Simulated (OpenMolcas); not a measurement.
# doublet GaH2O2F+ at 6 levels

We compute a comparison of 6 runs (UHF/3-21G, U-revPBE/6-31G*, UM06-2X/6-31G*, USVWN5/6-31G*, ROMP2/6-31G*, ROCCSD(T)/6-31G*) of doublet GaH2O2F+. 

The calculation is run with OpenMolcas 26.06.

5 further runs of the same task are left out: 2 that didn't finish, 3 set aside as unsound or not needed.

### Step 1. The structure to begin with

The species is GaH2O2F+ (6 atoms), meant as a doublet with charge +1. SMILES of the parent species: `[OH][Ga]([OH])[F]`. The shape is that of a PBE0-D4/def2-TZVP optimisation. This is one conformer, not always the lowest. That shape belongs to the parent species and isn't relaxed for this state.

Bond lengths: O1–Ga2 1.769 Å, Ga2–O3 1.762 Å, Ga2–F4 1.743 Å, O1–H5 0.960 Å, O3–H6 0.960 Å. Angles: O1–Ga2–O3 123.2°, O1–Ga2–F4 118.9°, O3–Ga2–F4 117.8°, Ga2–O1–H5 113.2°, Ga2–O3–H6 112.9°.

### Step 2. The energy at UHF/3-21G (run 1)

mol.inp

```
&gateway
baslib
$CurrDir
coord
6
angstrom
O       -0.297200       1.351000      -0.574800
Ga      -0.068200      -0.342400      -0.117600
O        0.794400      -0.842300       1.335300
F       -0.722600      -1.588800      -1.144800
H       -0.788800       1.459000      -1.392800
H        1.124200      -0.100400       1.848500
basis
3-21G
group
NoSym
&seward
&scf
uhf
charge
1
spin
2
thresholds
1e-10 1e-07 1e-07 1e-05
prorbitals
1 2
```

The basis set 3-21G is read from a file made from the Basis Set Exchange's data (not shown).

Command:

```
$ export MOLCAS_MEM=1860
$ pymolcas mol.inp > mol.log
```

The log of the run:

```text
--- Start Module: gateway ---
[...]
--- Stop Module: gateway /rc=_RC_ALL_IS_WELL_ ---
--- Start Module: seward ---
[...]
      Basis functions           53
--- Stop Module: seward /rc=_RC_ALL_IS_WELL_ ---
--- Start Module: scf ---
[...]
       Convergence after  38 Iterations
[...]
::    Total SCF energy                              -2162.5653376277
[...]
      Total spin, S                                     0.5020804975
[...]
      Total electronic charge=   57.000000
      Total            charge=    1.000000
[...]
      Dipole Moment (debye):
      Origin of the operator (angstrom)=   -0.0831   -0.3632   -0.1413
                   X=  3.0356E+00               Y=  1.3871E+00               Z=  4.9720E+00           Total=  5.9883E+00
      Center of Charge (angstrom)
[...]
--- Stop Module: scf /rc=_RC_ALL_IS_WELL_ ---
[...]
```

Run time: 4.2 s. Hardware: 1 thread of Arm Neoverse V1, shared host; peak memory 0.38 GiB.

### Step 3. A single-point energy at U-revPBE/6-31G(d) (spherical functions) (run 2)

struct.xyz

```xyz
6

O     -0.297200     1.351000    -0.574800
Ga    -0.068200    -0.342400    -0.117600
O      0.794400    -0.842300     1.335300
F     -0.722600    -1.588800    -1.144800
H     -0.788800     1.459000    -1.392800
H      1.124200    -0.100400     1.848500
```

test.input

```
>>> EXPORT MOLCAS_PRINT=2

&GATEWAY
 BasLib=$CurrDir
 Coord=struct.xyz
 Basis=6-31Gs
 Group=NoSym

&SEWARD
 GridInput
 Grid=UltraFine
 End of Grid

&SCF
 UHF
 Charge=1
 Spin=2
 KSDFT=revPBE
 Thresholds=1e-10 1e-07 1e-07 1e-05
 PrOrbitals=1 1
```

The basis set 6-31G* is read from a file made from the Basis Set Exchange's data (not shown).

Command:

```
$ export MOLCAS_MEM=1860
$ pymolcas test.input > test.log
```

The log of the run:

```text
--- Start Module: gateway ---
[...]
--- Stop Module: gateway /rc=_RC_ALL_IS_WELL_ ---
--- Start Module: seward ---
[...]
      Basis functions           78
--- Stop Module: seward /rc=_RC_ALL_IS_WELL_ ---
[...]
--- Start Module: scf ---
[...]
       Convergence after  87 Iterations
[...]
::    Total KS-DFT energy                           -2175.5118814639
[...]
      Total spin, S                                     0.5025472447
[...]
      Total electronic charge=   57.000000
      Total            charge=    1.000000
[...]
      Dipole Moment (debye):
      Origin of the operator (angstrom)=   -0.0831   -0.3632   -0.1413
                   X=  7.1579E-01               Y=  3.4954E+00               Z=  1.1450E+00           Total=  3.7471E+00
      Center of Charge (angstrom)
[...]
--- Stop Module: scf /rc=_RC_ALL_IS_WELL_ ---
[...]
```

Wall time 2.2 min (1 thread of Arm Neoverse V1, shared host); peak memory 0.44 GiB.

Runs 3 to 5 aren't shown in full; the table further down has their settings and results.

### Step 4. A single-point energy at ROCCSD(T)/6-31G(d) (spherical functions) (run 6)

calc.inp

```
>>> EXPORT MOLCAS_PRINT=2
&gateway
baslib=$CurrDir
coord
6
angstrom
O       -0.297200       1.351000      -0.574800
Ga      -0.068200      -0.342400      -0.117600
O        0.794400      -0.842300       1.335300
F       -0.722600      -1.588800      -1.144800
H       -0.788800       1.459000      -1.392800
H        1.124200      -0.100400       1.848500
basis=6-31Gs
group=NoSym
&seward
&scf
uhf
charge=1
spin=2
thresholds=1e-10 1e-07 1e-07 1e-05
prorbitals=1 2
&rasscf
fileorb=$Project.UnaOrb
spin=2
nactel=1 0 0
inactive=28
ras2=1
outorbitals=Canonical
orblisting=NoCore
&motra
jobiph
frozen=12
&ccsdt
cct
triples=3
iterations=80
accuracy=1e-08
extrapolation=5 4
```

The basis set 6-31G* is read from a file made from the Basis Set Exchange's data (not shown).

Command:

```
$ export MOLCAS_MEM=1860
$ pymolcas calc.inp > calc.log
```

The log of the run:

```text
--- Start Module: gateway ---
[...]
--- Stop Module: gateway /rc=_RC_ALL_IS_WELL_ ---
[...]
      Basis functions           78
[...]
       Convergence after  45 Iterations
[...]
::    Total SCF energy                              -2172.9788813196
[...]
      Total spin, S                                     0.5031303343
[...]
      Number of active orbitals                  1
[...]
      Spin quantum number                      0.5
[...]
      Active orbitals                            1
[...]
      Number of CSFs                             1
[...]
      Number of root(s) required                 1
[...]
      Convergence after  7 iterations
[...]
      printout of CI-coefficients larger than  0.05 for root  1
      energy=   -2172.974737
      conf/sym  1     Coeff  Weight
             1  u   1.00000 1.00000
      Natural orbitals and occupation numbers for root  1
      sym 1:   1.000000
      ************************************************************************************************************************
      *                                                    Final results                                                     *
[...]
::    RASSCF root number  1 Total energy:  -2172.97473680
[...]
      Total electronic charge=   57.000000
      Total            charge=    1.000000
[...]
      Dipole Moment (debye):
      Origin of the operator (angstrom)=   -0.0831   -0.3632   -0.1413
                   X=  3.1461E+00               Y=  1.0980E+00               Z=  5.1676E+00           Total=  6.1488E+00
      Center of Charge (angstrom)
[...]
--- Start Module: motra ---
[...]
--- Start Module: ccsdt ---
[...]
      Convergence after                    30  Iterations
      Total energy (diff) :   -2173.70517814       0.00000000
[...]
 METHOD                       : CCSD+T(CCSD)+<T3(1)WT1>+<T3(1)UT2> = CCSD(T)
[...]
       CCSD     =     -2173.7051781435443
[...]
```

Run time: 1.7 min. Hardware: 1 thread of Arm Neoverse V1, shared host; peak memory 0.44 GiB.

### Step 5. The series

```tsv
run	level	integration grid	frozen core orbitals	energy (Eh)	HOMO energy (eV)	LUMO energy (eV)	⟨S²⟩	wall time
1	UHF/3-21G	–	–	-2162.565338	-18.71	-8.13	0.754	4.2 s
2	U-revPBE/6-31G* (spherical functions)	UltraFine	–	-2175.511881	-14.69	-14.65	0.755	2.2 min
3	UM06-2X/6-31G* (spherical functions)	UltraFine	–	-2175.604488	-16.77	-13.57	0.777	77 s
4	USVWN5/6-31G* (spherical functions)	UltraFine	–	-2170.978090	-14.98	-14.67	0.753	48 s
5	ROMP2/6-31G* (spherical functions)	–	12	-2173.708379	–	–	–	16 s
6	ROCCSD(T)/6-31G* (spherical functions)	–	12	-2173.721493	–	–	–	1.7 min
```

### Step 6. Results

| quantity | value |
| --- | --- |
| run 6: total energy | -2173.72149 Eh |
| run 6: (T) correction | -16.31 mEh |

In words: Totals of different functionals can't be ranked against each other. All runs together took 6.3 min, the longest 2.2 min.
